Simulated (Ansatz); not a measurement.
**C3H6BFSi: one species, many methods**

An exercise on one series of results from a longer session: the logs are not shown, and one member is left open.

Program: Ansatz 0.2.0, Gaussian basis. Level of theory: functionals in def2-TZVPP, the program's frozen cores in correlated methods. These are calculated values, not measurements.

Levels to be run: PBE-D4, r2SCAN-D4, PBE0-D4, B3LYP-D4, ωB97X-V, ωB97M-V, B2PLYP; CCSD(T)/def2-TZVPP; MP2/def2-QZVPP; extrapolation to the limit.

## The relaxed structure

All runs share one geometry, relaxed beforehand with PBE0-D4 in a triple-zeta def2 set.

SMILES `C#C[SiH2]B(C)F`, 12 atoms, charge 0, spin multiplicity 1.

Atoms are counted from 1 here; the program's logs count them from 0.

Bond lengths: C1–C2 1.207 Å, C1–H7 1.066 Å, C2–Si3 1.828 Å, Si3–B4 2.046 Å, Si3–H8 1.489 Å, Si3–H9 1.489 Å, B4–C5 1.553 Å, B4–F6 1.331 Å, C5–H10 1.096 Å, C5–H11 1.096 Å, C5–H12 1.092 Å. Angles: C2–C1–H7 179.4°, C1–C2–Si3 177.7°, C2–Si3–B4 110.2°, C2–Si3–H8 108.4°, C2–Si3–H9 108.4°, B4–Si3–H8 110.9°, B4–Si3–H9 110.9°, H8–Si3–H9 107.9°, Si3–B4–C5 124.3°, Si3–B4–F6 116.0°, C5–B4–F6 119.6°, B4–C5–H10 109.8°, B4–C5–H11 109.7°, B4–C5–H12 113.8°, H10–C5–H11 104.6°, H10–C5–H12 109.3°, H11–C5–H12 109.3°.

Set-up of the first run:

in.yaml

```yaml
crystal:
  periodic: [false, false, false]
  atoms:
    - {symbol: C, position_ang: [-2.116029, -1.529774, -0.969379]}
    - {symbol: C, position_ang: [-1.132603, -1.433752, -0.276811]}
    - {symbol: Si, position_ang: [0.364443, -1.218838, 0.750835]}
    - {symbol: B, position_ang: [1.095917, 0.680646, 0.543705]}
    - {symbol: C, position_ang: [0.461304, 1.769941, -0.363589]}
    - {symbol: F, position_ang: [2.189571, 0.965717, 1.247396]}
    - {symbol: H, position_ang: [-2.985994, -1.624612, -1.578065]}
    - {symbol: H, position_ang: [1.375504, -2.225718, 0.326512]}
    - {symbol: H, position_ang: [0.006566, -1.498041, 2.168570]}
    - {symbol: H, position_ang: [-0.584992, 1.927800, -0.076888]}
    - {symbol: H, position_ang: [0.412879, 1.406730, -1.397002]}
    - {symbol: H, position_ang: [0.990333, 2.724701, -0.341282]}
basis:
  gaussian: {orbitals: def2-TZVPP}
hamiltonian: {xc: pbe, dispersion: d4}
output: {forces: true, orbitals: {seedname: orbitals}}
```

Started as:

```sh
$ ansatz run in.yaml --threads 4 --pin off --events-out ev --progress --plain --max-ram 10444MiB
```

Among the steps run: PBE-D4 (GGA); r2SCAN-D4 (meta-GGA); PBE0-D4 (hybrid); B3LYP-D4 (hybrid); ωB97X-V (range-separated); ωB97M-V (range-separated); B2PLYP (double hybrid); CCSD(T) in def2-TZVPP; MP2 in def2-QZVPP.

One table of the session follows, with a row left open; its other results are not shown here.

| method | atomisation energy (kJ/mol) |
| --- | --- |
| PBE-D4 | 4940.4 |
| r2SCAN-D4 | 4861.5 |
| PBE0-D4 | 4857.3 |
| B3LYP-D4 | 4841.8 |
| ωB97X-V | 4842.3 |
| ωB97M-V | 4850.6 |
| B2PLYP | 4802.5 |
| HF/def2-TZVPP | 3659.2 |
| MP2/def2-TZVPP | 4817.2 |
| CCSD/def2-TZVPP | 4641.7 |
| CCSD(T)/def2-TZVPP | 4714.3 |
| MP2/CBS | 4930.4 |
| CCSD(T)/CBS | ? |

**Question.** Estimate the row for CCSD(T)/CBS.

As computed: atomisation energy (kJ/mol): 4827.5. In the column «atomisation energy (kJ/mol)» it lies between MP2/def2-TZVPP (4817.2) and B3LYP-D4 (4841.8).
